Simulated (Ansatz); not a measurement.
**Sr3ScO2: from a guess to a relaxed structure**

Where does this trial cell of Sr3ScO2 go when cell and atoms are let free?

Computed with Ansatz 0.2.0 (DFT PBE, scalar-relativistic, plane waves, PAW, unless a step's input says otherwise).

2 further runs of the same task are left out: 1 that didn't finish, 1 set aside as unsound or not needed.

### 1 The starting structure

Symmetry: Pm, No. 6, monoclinic system. Conventional cell: a = 5.098 Å, b = 2.628 Å, c = 6.994 Å, α = 90.00°, β = 90.00°, γ = 90.00°. Sr (site symmetry m) has 3 O at 2.51 to 2.59 Å and 3 Sr at 2.57 to 2.63 Å and 2 Sc at 2.86 Å as nearest neighbours. Sr (site symmetry m) has 5 Sr at 2.51 to 2.63 Å and 1 O at 2.56 Å and 2 Sc at 2.86 Å as nearest neighbours. Sr (site symmetry m) has 4 Sr at 2.51 to 2.63 Å and 2 O at 2.56 to 2.57 Å and 2 Sc at 2.86 Å as nearest neighbours. Around Sc (site symmetry m) lie 2 Sc at 2.63 Å and 6 Sr at 2.86 Å and 6 O at 2.86 to 2.87 Å. O (site symmetry m) is surrounded by 3 Sr at 2.51 to 2.59 Å and 1 O at 2.56 Å and 2 Sc at 2.86 Å. Around O (site symmetry m) lie 3 Sr at 2.56 Å and 3 O at 2.56 to 2.63 Å and 4 Sc at 2.87 Å.

As a file:

```
Sr Sc O
1.0
     5.09761    0.00000    0.00000
     0.00000    2.62814    0.00000
     0.00000    0.00000    6.99425
Sr Sc O
3 1 2
Direct
  0.75384 0.50000 0.31611
  0.75384 0.50000 0.68389
  0.24616 0.50000 0.68389
  0.00000 0.00000 0.00000
  0.24616 0.50000 0.31611
  0.50000 0.50000 0.00000
```

A structure generator made this guess: 6-connected net, two elements spread over the vertices, guests in its cages (Pm, No. 6). Its size is a rough estimate.

### 2 Probe: one point on a coarse mesh

File input.yaml:

```yaml
crystal:
  lattice:
    - [5.09760674, 0.0, 0.0]
    - [0.0, 2.62813783, 0.0]
    - [0.0, 0.0, 6.99425014]
  atoms:
    - { symbol: Sr, position: [0.75383501, 0.5, 0.316112] }
    - { symbol: Sr, position: [0.75383501, 0.5, 0.683888] }
    - { symbol: Sr, position: [0.24616499, 0.5, 0.683888] }
    - { symbol: Sc, position: [0.0, 0.0, 0.0] }
    - { symbol: O, position: [0.24616499, 0.5, 0.316112] }
    - { symbol: O, position: [0.5, 0.5, 0.0] }
basis:
  ecutwfc: 420
kpoints:
  mp_grid: { grid: [4, 6, 4] }
hamiltonian:
  xc: pbe
scf:
  occupations: { method: gaussian, width: 0.1 }
  lower_state_search: "off"
output:
  forces: true
  stress: true
  eigenvalues: true
```

The run is started by

```bash
> ansatz run input.yaml --threads 1 --pin off --max-ram 2560MiB --backend cpu --events-out ev --progress --plain --runs-dir out
```

The session goes on with these runs: spin check on a coarse mesh; rough relaxation on the coarse mesh; full relaxation.

Q: Predict the outcome of this session. Wanted: conventional cell; volume; energy over the elements; gap on the mesh.

The runs gave:

| quantity | value |
| --- | --- |
| symmetry at the end (tolerance 0.05 Å) | space group P2/m (No. 10) |
| conventional cell | a = 6.788 Å, b = 3.407 Å, c = 7.188 Å, α = 90.00°, β = 95.93°, γ = 90.00° |
| volume | 27.55 Å³/atom |
| energy over the elements (uncorrected; H, N, O, F and Cl as molecules) | -1.61 eV/atom |
| gap on the mesh | none (metal) |

What this shows: The symmetry goes from space group Pm (No. 6) to space group P2/m (No. 10), and the volume per atom grows by 76.4 % from the first guess. It lies below the elements, which doesn't yet make it stable: competing phases were not computed in this session. No finished test with a distortion of lower symmetry is shown, so the end may be a saddle point. A spin-polarised run here lost its starting moments, which speaks against magnetism, though one start doesn't rule it out. Other magnetic orders were not searched.
